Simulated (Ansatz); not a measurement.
This script drives Ansatz's Python interface.

`ch2bno_opt.py`
```python
# -*- coding: utf-8 -*-
"""Minimum-energy structure of CH2BNO."""

import ansatz as az
import numpy as np


def main():
    geometry_ang = [
        ("B", (-0.3817, 0.891, -0.0634)),
        ("N", (0.4035, -0.0554, 0.7204)),
        ("C", (0.6022, -1.2165, 0.2564)),
        ("O", (0.9311, -2.3429, -0.1725)),
        ("H", (-0.8801, 0.6282, -1.1438)),
        ("H", (-0.633, 2.0316, 0.3567)),
    ]
    geometry = az.Crystal.molecule()
    for symbol, xyz in geometry_ang:
        geometry = geometry.atom(symbol, xyz)

    model = (
        geometry.calculation()
        .basis(gaussian="def2-SVP")  # the orbital basis, by name
        .functional("PBE0", dispersion="d4")
    )
    symbols = [site.symbol for site in geometry.cartesian_sites]
    start = np.array([site.position_ang for site in geometry.cartesian_sites], dtype=float)
    def progress(event):
        if event["event"] == "relax_step":
            row = event["data"]
            print(f"step {row['step']:3d}  E = {row['lagrangian_ev']:.6f} eV  largest force component {row['allowed_force_max_ev_ang']:.4f} eV/A")


    rep = model.relax(force_tolerance=0.02).session().plan().execute(on_event=progress).report
    end = np.array(rep["positions_ang"])

    print("reference energy %16.6f eV" % rep["reference_energy_ev"])
    print("total energy     %16.6f eV" % rep["free_energy_ev"])
    print("occupied orbitals outside the frozen core (up, down):", rep["n_occupied"], " frozen:", rep["n_frozen"], " virtual:", rep["n_virtual"])

    print("final positions (A) and the move of each atom")
    for symbol, xyz, old in zip(symbols, end, start):
        print(f"{symbol:2s} {xyz[0]:10.5f} {xyz[1]:10.5f} {xyz[2]:10.5f}   {np.linalg.norm(xyz - old):7.4f}")


if __name__ == "__main__":
    main()
```

It is started by `python ch2bno_opt.py`. Estimate its wall time and peak memory on 1 thread of Arm Neoverse N1 (shared host).

It took about 39 s, with a peak of 0.23 GiB, for 1 run of the engine.

`python ch2bno_opt.py` gives:
```text
step   1  E = -5272.467198 eV  largest force component 6.8489 eV/A
step   2  E = -5273.000993 eV  largest force component 0.9795 eV/A
step   3  E = -5273.011549 eV  largest force component 1.2873 eV/A
step   4  E = -5273.059612 eV  largest force component 0.9196 eV/A
step   5  E = -5273.113512 eV  largest force component 0.4874 eV/A
step   6  E = -5273.149530 eV  largest force component 0.9228 eV/A
step   7  E = -5273.200614 eV  largest force component 0.3702 eV/A
step   8  E = -5273.220159 eV  largest force component 1.2807 eV/A
step   9  E = -5273.230784 eV  largest force component 0.3677 eV/A
step  10  E = -5273.232408 eV  largest force component 0.0278 eV/A
step  11  E = -5273.232486 eV  largest force component 0.0027 eV/A
reference energy     -5273.167274 eV
total energy         -5273.232505 eV
occupied orbitals outside the frozen core (up, down): [14, 14]  frozen: 0  virtual: [52, 52]
final positions (A) and the move of each atom
B    -0.49096    0.95464   -0.18052    0.1724
N     0.14775   -0.27560    0.04679    0.7534
C     0.68780   -1.32896    0.22967    0.1438
O     1.21426   -2.35356    0.40950    0.6473
H    -1.12359    1.10967   -1.19782    0.5422
H    -0.39326    1.82980    0.64619    0.4266
```

What to keep in mind:
- The settings weren't tested for convergence.
- The end point is the stationary point reached from this start; no frequency run checks that it is a minimum, and the basis set is modest.
- Total less reference energy is the dispersion correction.

(A comment or docstring line of the script was reworded after the run, the code is as it ran; lines on the test bed's own set-up are left out of the output.)
